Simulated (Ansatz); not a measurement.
# ErC4: the cost of one run

Computed with Ansatz 0.2.0 (DFT PBE, scalar-relativistic, plane waves, PAW; 4f electrons in the core of a trivalent norm-conserving potential, unless a step's input says otherwise).

2 further runs of the same task are left out: 1 that didn't finish, 1 set aside as unsound or not needed.

### Step 1. The system as given

The structure is hexagonal, space group P6/mmm (No. 191). Conventional cell: a = 3.308 Å, b = 3.308 Å, c = 8.482 Å, α = 90.00°, β = 90.00°, γ = 120.00°. Er (site symmetry 6/mmm) has 6 Er at 3.31 Å in its first shell of neighbours. Around C (site symmetry mmm) lie 6 C at 1.65 Å. C (site symmetry 6/mmm) is surrounded by 6 C at 1.65 Å.

Coordinates:

```
CELL_PARAMETERS angstrom
3.30809 0.00000 0.00000
-1.65405 2.86489 0.00000
0.00000 0.00000 8.48198
ATOMIC_POSITIONS crystal
Er 0.00000 0.00000 0.00000
C 0.50000 0.00000 0.50000
C 0.00000 0.50000 0.50000
C 0.50000 0.50000 0.50000
C 0.00000 0.00000 0.50000
```

A structure generator made this guess: random cell by space group and Wyckoff sites (P6/mmm, No. 191). The dimensions are guesses.

### Step 2. The guess as it stands, on a coarse mesh

input.yaml

```yaml
crystal:
  lattice:
    - [3.30809214, 0.0, 0.0]
    - [-1.65404607, 2.86489183, 0.0]
    - [0.0, 0.0, 8.48198035]
  atoms:
    - { symbol: Er, position: [0.0, 0.0, 0.0] }
    - { symbol: C, position: [0.5, 0.0, 0.5] }
    - { symbol: C, position: [0.0, 0.5, 0.5] }
    - { symbol: C, position: [0.5, 0.5, 0.5] }
    - { symbol: C, position: [0.0, 0.0, 0.5] }
basis:
  ecutwfc: 770
kpoints:
  mp_grid: { grid: [6, 6, 2] }
hamiltonian:
  xc: pbe
  pseudopotentials:
    kind: paw
    azcp: { Er: "pseudopotentials/pbe/nc/lanthanide_3plus/Er.nc.azcp" }
scf:
  occupations: { method: gaussian, width: 0.1 }
  lower_state_search: "off"
output:
  forces: true
  stress: true
  eigenvalues: true
```

On the command line:

```
> ansatz run input.yaml --threads 1 --pin off --max-ram 2560MiB --backend cpu --events-out ev --progress --plain --runs-dir out
```

**Question.** How long does this run take on 1 thread of Intel Xeon at 2.50GHz (Skylake/Cascade Lake), shared host, and how much memory does it need?

About 8.4 s, with a peak of 0.38 GiB.
